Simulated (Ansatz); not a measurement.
Run this with the Ansatz DFT code, driven from Python and show what comes out.

`ch6bnsi_scan.py`:
```python
"""Potential curve of CH6BNSi along one bond."""

from dataclasses import dataclass
import warnings

import ansatz as az
import numpy as np


@dataclass
class Options:
    basis: str = "def2-SVP"
    xc: str = "pbe0"


settings = Options()

GEOMETRY = """
Si   -1.14940    0.89940   -0.93390
B     0.07870   -0.20960   -0.05550
C     0.66240   -0.89730    1.18380
N     1.43280   -1.11200   -0.04710
H    -1.90480    0.17030   -1.99840
H    -2.16480    1.46870    0.03730
H    -0.46280    2.07490   -1.56400
H     1.27770   -0.20460    1.88510
H     0.13740   -1.76960    1.59590
H     2.17590   -0.47120   -0.10020
"""


def main() -> None:
    warnings.simplefilter("ignore", az.DeckWarning)

    system = az.Crystal.molecule()
    for line in GEOMETRY.strip().splitlines():
        symbol, *xyz = line.split()
        system = system.atom(symbol, [float(v) for v in xyz])

    symbols = [site.symbol for site in system.cartesian_sites]
    start = np.array([site.position_ang for site in system.cartesian_sites])
    axis = (start[7] - start[2]) / np.linalg.norm(start[7] - start[2])
    moving = [7]
    lengths, energies = [1.023, 1.069, 1.116, 1.162, 1.208, 1.255, 1.301, 1.371], []
    for length in lengths:
        xyz = start.copy()
        xyz[moving] += (length - np.linalg.norm(start[7] - start[2])) * axis
        point = az.Crystal.molecule()
        for symbol, place in zip(symbols, xyz):
            point = point.atom(symbol, place.tolist())
        setup = (
            point.calculation()
            .basis(gaussian=settings.basis)  # the orbital basis, by name
            .functional(settings.xc)
        )
        report = setup.run(threads=1).report
        energies.append(report["free_energy_ev"])
        print(f"r = {length:6.3f} A  E = {energies[-1]:.5f} eV  <S^2> = {abs(report['mean_field']['state']['spin_squared']):.3f}")

    # quartic fit about the minimum
    fit = np.polynomial.Polynomial.fit(lengths, np.array(energies) - min(energies), 4).convert()
    roots = [r.real for r in fit.deriv().roots() if abs(r.imag) < 1e-9 and fit.deriv(2)(r.real) > 0]
    r_e = min(roots, key=lambda r: abs(r - lengths[int(np.argmin(energies))]))
    print(f"minimum of the fit at {r_e:.4f} A, force constant {fit.deriv(2)(r_e):.2f} eV/A^2")


if __name__ == "__main__":
    main()
```

```console
$ python ch6bnsi_scan.py
r =  1.023 A  E = -11164.06192 eV  <S^2> = 0.000
r =  1.069 A  E = -11164.16005 eV  <S^2> = 0.000
r =  1.116 A  E = -11164.17323 eV  <S^2> = 0.000
r =  1.162 A  E = -11164.12113 eV  <S^2> = 0.000
r =  1.208 A  E = -11164.02050 eV  <S^2> = 0.000
r =  1.255 A  E = -11163.88039 eV  <S^2> = 0.000
r =  1.301 A  E = -11163.71662 eV  <S^2> = 0.000
r =  1.371 A  E = -11163.43358 eV  <S^2> = 0.000
minimum of the fit at 1.1005 A, force constant 33.23 eV/A^2
```

What to keep in mind:
- Total energies depend on the basis set; only differences at equal settings carry meaning.
- The rest of the molecule is held rigid at a force-field or estimated start geometry, and the basis set is modest; single-reference methods fail as a bond breaks.
- The orbitals are restricted, so S² is zero by construction.
- Finished in 16 s on 1 thread of Arm Neoverse V2, on a shared host, peak memory 0.24 GiB.
